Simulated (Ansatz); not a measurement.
# Be16H: the cost of one run

All numbers below are computed with Ansatz 0.2.0 (DFT PBE, plane waves, PAW, scalar-relativistic, no spin polarisation).

## Step 1: Starting point

The cell holds 17 atoms (Be16H): a = 4.580 Å, b = 3.966 Å, c = 7.177 Å, α = 90.00°, β = 90.00°, γ = 90.00°.

The coordinates stand in the first input below.

## Step 2: Relaxing end A

Contents of input.yaml:

```yaml
crystal:
  lattice:
    - [-2.29, -3.966396, 0.0]
    - [3.435, -1.983198, 0.0]
    - [0.0, 0.0, 7.17686]
  atoms:
    - { symbol: Be, position: [0.75, 0.5, 0.0] }
    - { symbol: Be, position: [0.5, 0.3333333, 0.25] }
    - { symbol: Be, position: [0.75, 0.5, 0.5] }
    - { symbol: Be, position: [0.5, 0.3333333, 0.75] }
    - { symbol: Be, position: [0.5, 0.0, 0.0] }
    - { symbol: Be, position: [0.25, 0.8333333, 0.25] }
    - { symbol: Be, position: [0.5, 0.0, 0.5] }
    - { symbol: Be, position: [0.25, 0.8333333, 0.75] }
    - { symbol: Be, position: [0.25, 0.5, 0.0] }
    - { symbol: Be, position: [0.0, 0.3333333, 0.25] }
    - { symbol: Be, position: [0.25, 0.5, 0.5] }
    - { symbol: Be, position: [0.0, 0.3333333, 0.75] }
    - { symbol: Be, position: [0.0, 0.0, 0.0] }
    - { symbol: Be, position: [0.75, 0.8333333, 0.25] }
    - { symbol: Be, position: [0.0, 0.0, 0.5] }
    - { symbol: Be, position: [0.75, 0.8333333, 0.75] }
    - { symbol: H, position: [0.7538624, 0.1732175, 0.3785223] }
basis:
  ecutwfc: 420.0
kpoints:
  mp_grid: { grid: [4, 4, 3] }
hamiltonian:
  xc: pbe
scf:
  occupations: { method: fermi_dirac, width: 0.05 }
  lower_state_search: "off"
relax:
  f_tol: 0.03
  max_steps: 60
  adjacent_minimum: "off"
```

Started as:

```console
ansatz run input.yaml --threads 1 --pin off --max-ram 3072MiB --backend cpu --events-out ev --progress --plain --runs-dir out
```

**Question.** How long does this run take on 1 thread of Arm Neoverse V1, shared host, and how much memory does it need?

About 27 s, with a peak of 0.36 GiB.
